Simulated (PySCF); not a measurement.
**Ruthenium: the same states on changed settings**

These states were run before on sound settings. What differs here: radial step 1.2 in ln r (0.13 in the sound run), unsound on purpose. What does it move?

Method: unrestricted determinants in a Gaussian basis, no spin-orbit coupling in the energies. Code: PySCF 2.14.0.

**1. The system**

| Item | Value |
| --- | --- |
| Element | ruthenium (Z = 44) |
| Basis | cc-pVTZ-PP with ECP28MDF (5s5p4d2f1g, 63 functions) |
| Hamiltonian | scalar relativity through the core potential |
| State 1 | Ru: [Kr] 4d7 5s1, high-spin 5F determinant |
| State 2 | Ru⁺: [Kr] 4d7, high-spin 4F determinant |
| Methods | B3LYP, M06-2X |

The outer shells:

Ru [Kr] 4d7 5s1
```
[Kr] core
4d [↑↓][↑↓][↑ ][↑ ][↑ ]
5s [↑ ]
```

Ru+ [Kr] 4d7
```
[Kr] core
4d [↑↓][↑↓][↑ ][↑ ][↑ ]
```

The sound run (cc-pVTZ-PP with ECP28, scalar relativity through the core potential, symmetry-adapted start, fine grid, valence correlation) gave:

```
species         method  energy (hartree)
     Ru            UHF         -93.81563
     Ru          B3LYP         -94.52594
     Ru         M06-2X         -94.39083
     Ru  MP2 (valence)         -94.00205
    Ru⁺            UHF         -93.58444
    Ru⁺          B3LYP         -94.24496
    Ru⁺         M06-2X         -94.12598
    Ru⁺  MP2 (valence)         -93.74113
```

The runs were made by one driver on top of PySCF. The scripts below sum up each run's settings (the driver also hands on starting orbitals that pick excited configurations, and frozen orbitals as a list rather than a count), and the logs come from the driver's own runs. The driver starts from symmetry-adapted Hartree-Fock orbitals, holds the occupation by maximum overlap and uses a logarithmic radial grid for functionals, so a plain start would take other cycles.

The driver's launch:

```console
OMP_NUM_THREADS=1 python atomrun2.py TASK.json OUT
```

The integrals over 63 functions and the set-up took 0.63 s of CPU time.

The grid is set inside the driver, so the scripts do not show it: radial step 1.2 in ln r (0.13 in the sound run).

**2. Changed run, Ru: the ladder of methods**

B3LYP:

input.py reads:

```python
from pyscf import gto, scf, dft, mp, cc
import basis_set_exchange as bse
txt = bse.get_basis("cc-pVTZ-PP", elements=["Ru"], fmt="nwchem", header=False)
cut = txt.index("\nECP")
mol = gto.M(atom="Ru 0 0 0", charge=0, spin=4, symmetry="D2h",
            basis=gto.basis.parse(txt[:cut]),
            ecp={"Ru": gto.basis.parse_ecp(txt[cut:])})
mf = dft.UKS(mol, xc="B3LYP")
mf.irrep_nelec = {'Ag': (4, 2), 'B1g': (1, 1), 'B2g': (1, 0), 'B3g': (1, 0), 'B1u': (1, 1), 'B2u': (1, 1), 'B3u': (1, 1)}
mf.kernel()
```

Output:

```text
damping factor = 0
level_shift factor = 0
DIIS = <class 'pyscf.scf.diis.CDIIS'>
diis_start_cycle = 1
diis_space = 10
diis_damp = 0
SCF conv_tol = 1e-09
SCF conv_tol_grad = None
number electrons alpha = 10  beta = 6
XC functionals = B3LYP
    P. J. Stephens, F. J. Devlin, C. F. Chabalowski, and M. J. Frisch.,  J. Phys. Chem. 98, 11623 (1994)
cycle= 1 E= -91.8812557379771  delta_E= -0.597  |g|= 1.06  |ddm|= 4.43
cycle= 2 E= -91.9283559266278  delta_E= -0.0471  |g|= 1.02  |ddm|= 14.1
cycle= 3 E= -92.2195784090109  delta_E= -0.291  |g|= 0.028  |ddm|=  6.6
cycle= 4 E= -92.2198828508069  delta_E= -0.000304  |g|= 0.00358  |ddm|= 0.827
cycle= 5 E= -92.2198885560448  delta_E= -5.71e-06  |g|= 0.000373  |ddm|= 0.0555
cycle= 6 E= -92.2198886144983  delta_E= -5.85e-08  |g|= 9.72e-06  |ddm|= 0.0139
cycle= 7 E= -92.2198886145719  delta_E= -7.35e-11  |g|= 1.38e-06  |ddm|= 0.000261
converged SCF energy = -92.2198886145719  <S^2> = 6.0068422  2S+1 = 5.0027361
```

Time after the integrals: 0.4 s (1 thread of Neoverse-N1, shared host).

Orbital energies by shell (radii are means over both spins):

```
shell  electrons  mean orbital energy (eV)  spread (eV)  rms radius (bohr)
 4s α          1                   -76.106            0               1.14
 4s β          1                   -74.394            0               1.14
 4p α          3                   -46.335            0               1.35
 4p β          3                   -43.773            0               1.35
 4d α          5                    -9.807        0.688               1.86
 5s α          1                    -8.193            0               2.39
 4d β          2                    -7.318            0               1.86
```

⟨S²⟩ = 6.007, ⟨L²⟩ = 12.02.

Energies and moments cover only the electrons outside the core potential.

M06-2X:

input.py, as changed from the run before:

```diff
@@ -7,3 +7,3 @@
             ecp={"Ru": gto.basis.parse_ecp(txt[cut:])})
-mf = dft.UKS(mol, xc="B3LYP")
+mf = dft.UKS(mol, xc="M062X")
 mf.irrep_nelec = {'Ag': (4, 2), 'B1g': (1, 1), 'B2g': (1, 0), 'B3g': (1, 0), 'B1u': (1, 1), 'B2u': (1, 1), 'B3u': (1, 1)}
```

Output:

```text
damping factor = 0
level_shift factor = 0
DIIS = <class 'pyscf.scf.diis.CDIIS'>
diis_start_cycle = 1
diis_space = 10
diis_damp = 0
SCF conv_tol = 1e-09
SCF conv_tol_grad = None
number electrons alpha = 10  beta = 6
XC functionals = M062X
    Y. Zhao and D. G. Truhlar.,  Theor. Chem. Acc. 120, 215 (2008)
    Y. Zhao and D. G. Truhlar.,  Theor. Chem. Acc. 120, 215 (2008)
cycle= 1 E= -92.9531683827796  delta_E= -0.25  |g|= 0.533  |ddm|= 1.31
cycle= 2 E= -92.9851135723549  delta_E= -0.0319  |g|= 0.461  |ddm|= 3.41
cycle= 3 E= -93.0440804870991  delta_E= -0.059  |g|= 0.0112  |ddm|= 0.636
cycle= 4 E= -93.0441374742322  delta_E= -5.7e-05  |g|= 0.00311  |ddm|= 0.409
cycle= 5 E= -93.0441416596588  delta_E= -4.19e-06  |g|= 0.000331  |ddm|= 0.035
cycle= 6 E= -93.0441418471079  delta_E= -1.87e-07  |g|= 0.000115  |ddm|= 0.00555
cycle= 7 E= -93.0441418821259  delta_E= -3.5e-08  |g|= 3.89e-05  |ddm|= 0.00117
cycle= 8 E= -93.0441418874476  delta_E= -5.32e-09  |g|= 5.56e-06  |ddm|= 0.000696
cycle= 9 E= -93.04414188755  delta_E= -1.02e-10  |g|= 2.02e-06  |ddm|= 9.44e-05
converged SCF energy = -93.04414188755  <S^2> = 6.0102839  2S+1 = 5.0041119
```

Time after the integrals: 0.75 s (1 thread of Neoverse-N1, shared host).

Energies and moments cover only the electrons outside the core potential.

**3. Changed run, Ru⁺: the ladder of methods**

B3LYP:

input.py reads:

```python
from pyscf import gto, scf, dft, mp, cc
import basis_set_exchange as bse
txt = bse.get_basis("cc-pVTZ-PP", elements=["Ru"], fmt="nwchem", header=False)
cut = txt.index("\nECP")
mol = gto.M(atom="Ru 0 0 0", charge=1, spin=3, symmetry="D2h",
            basis=gto.basis.parse(txt[:cut]),
            ecp={"Ru": gto.basis.parse_ecp(txt[cut:])})
mf = dft.UKS(mol, xc="B3LYP")
mf.irrep_nelec = {'Ag': (3, 2), 'B1g': (1, 1), 'B2g': (1, 0), 'B3g': (1, 0), 'B1u': (1, 1), 'B2u': (1, 1), 'B3u': (1, 1)}
mf.kernel()
```

Output:

```text
damping factor = 0
level_shift factor = 0
DIIS = <class 'pyscf.scf.diis.CDIIS'>
diis_start_cycle = 1
diis_space = 10
diis_damp = 0
SCF conv_tol = 1e-09
SCF conv_tol_grad = None
number electrons alpha = 9  beta = 6
XC functionals = B3LYP
    P. J. Stephens, F. J. Devlin, C. F. Chabalowski, and M. J. Frisch.,  J. Phys. Chem. 98, 11623 (1994)
cycle= 1 E= -91.3947987917157  delta_E= -0.382  |g|= 1.17  |ddm|= 4.02
cycle= 2 E= -91.5102164330055  delta_E= -0.115  |g|=    1  |ddm|= 14.7
cycle= 3 E= -91.7881436320799  delta_E= -0.278  |g|= 0.0175  |ddm|= 8.62
cycle= 4 E= -91.7882558378265  delta_E= -0.000112  |g|= 0.00225  |ddm|= 0.592
cycle= 5 E= -91.788257804263  delta_E= -1.97e-06  |g|= 0.000214  |ddm|= 0.0408
cycle= 6 E= -91.7882578238457  delta_E= -1.96e-08  |g|= 6.44e-06  |ddm|= 0.00873
cycle= 7 E= -91.7882578238676  delta_E= -2.2e-11  |g|= 9.93e-07  |ddm|= 9.83e-05
converged SCF energy = -91.7882578238676  <S^2> = 3.7548131  2S+1 = 4.0024058
```

It took 0.4 s on 1 thread of Neoverse-N1, shared host, the integrals not counted.

The occupied shells:

```
shell  electrons  mean orbital energy (eV)  spread (eV)  rms radius (bohr)
 4s α          1                   -87.046            0               1.13
 4s β          1                   -85.763            0               1.13
 4p α          3                   -57.137            0               1.33
 4p β          3                   -54.958            0               1.33
 4d α          5                   -19.838        0.699               1.81
 4d β          2                   -17.980            0               1.81
```

⟨S²⟩ = 3.755, ⟨L²⟩ = 12.02.

Energies and moments cover only the electrons outside the core potential.

M06-2X:

input.py, as changed from the run before:

```diff
@@ -7,3 +7,3 @@
             ecp={"Ru": gto.basis.parse_ecp(txt[cut:])})
-mf = dft.UKS(mol, xc="B3LYP")
+mf = dft.UKS(mol, xc="M062X")
 mf.irrep_nelec = {'Ag': (3, 2), 'B1g': (1, 1), 'B2g': (1, 0), 'B3g': (1, 0), 'B1u': (1, 1), 'B2u': (1, 1), 'B3u': (1, 1)}
```

Output:

```text
damping factor = 0
level_shift factor = 0
DIIS = <class 'pyscf.scf.diis.CDIIS'>
diis_start_cycle = 1
diis_space = 10
diis_damp = 0
SCF conv_tol = 1e-09
SCF conv_tol_grad = None
number electrons alpha = 9  beta = 6
XC functionals = M062X
    Y. Zhao and D. G. Truhlar.,  Theor. Chem. Acc. 120, 215 (2008)
    Y. Zhao and D. G. Truhlar.,  Theor. Chem. Acc. 120, 215 (2008)
cycle= 1 E= -92.6313467482438  delta_E= -0.199  |g|= 0.504  |ddm|=  0.9
cycle= 2 E= -92.6748546026717  delta_E= -0.0435  |g|= 0.361  |ddm|= 4.41
cycle= 3 E= -92.7115405076291  delta_E= -0.0367  |g|= 0.0244  |ddm|= 1.17
cycle= 4 E= -92.7118424406974  delta_E= -0.000302  |g|= 0.0044  |ddm|= 0.414
cycle= 5 E= -92.7118480048507  delta_E= -5.56e-06  |g|= 0.000651  |ddm|= 0.0897
cycle= 6 E= -92.7118481919213  delta_E= -1.87e-07  |g|= 8.9e-05  |ddm|= 0.00535
cycle= 7 E= -92.7118482252333  delta_E= -3.33e-08  |g|= 6.26e-05  |ddm|= 0.00101
cycle= 8 E= -92.7118482603298  delta_E= -3.51e-08  |g|= 1.74e-05  |ddm|= 0.0019
cycle= 9 E= -92.7118482627918  delta_E= -2.46e-09  |g|= 2.95e-06  |ddm|= 0.000507
cycle= 10 E= -92.7118482628276  delta_E= -3.58e-11  |g|= 8.13e-07  |ddm|= 4.06e-05
converged SCF energy = -92.7118482628276  <S^2> = 3.7624507  2S+1 = 4.0062205
```

Time after the integrals: 0.81 s (1 thread of Neoverse-N1, shared host).

Energies and moments cover only the electrons outside the core potential.

**4. What moved**

```
species  method  converged  energy less sound run (eV)
     Ru   B3LYP        yes                    +62.7507
     Ru  M06-2X        yes                    +36.6451
    Ru⁺   B3LYP        yes                    +66.8504
    Ru⁺  M06-2X        yes                    +38.4804
```

Ionisation energy of Ru:

```
method  sound run (eV)  changed run (eV)  shift (eV)
   UHF           6.291             6.291      +0.000
 B3LYP           7.646            11.745      +4.100
M06-2X           7.207             9.042      +1.835
```

**5. Summary of results**

| quantity | value |
| --- | --- |
| change | radial step 1.2 in ln r (0.13 in the sound run) |
| runs converged | 4 of 4 |
| largest shift of a converged total energy | 66.9 eV |
| largest shift of the ionisation energy | +4.100 eV (B3LYP) |

What this shows: The ionisation energy moves by up to 4.10 eV, at B3LYP. A coarse radial grid mis-integrates the density and the exchange-correlation energy, with errors of either sign; Hartree-Fock needs no grid. The setting is unsound on purpose, so these numbers are no properties of the atom.
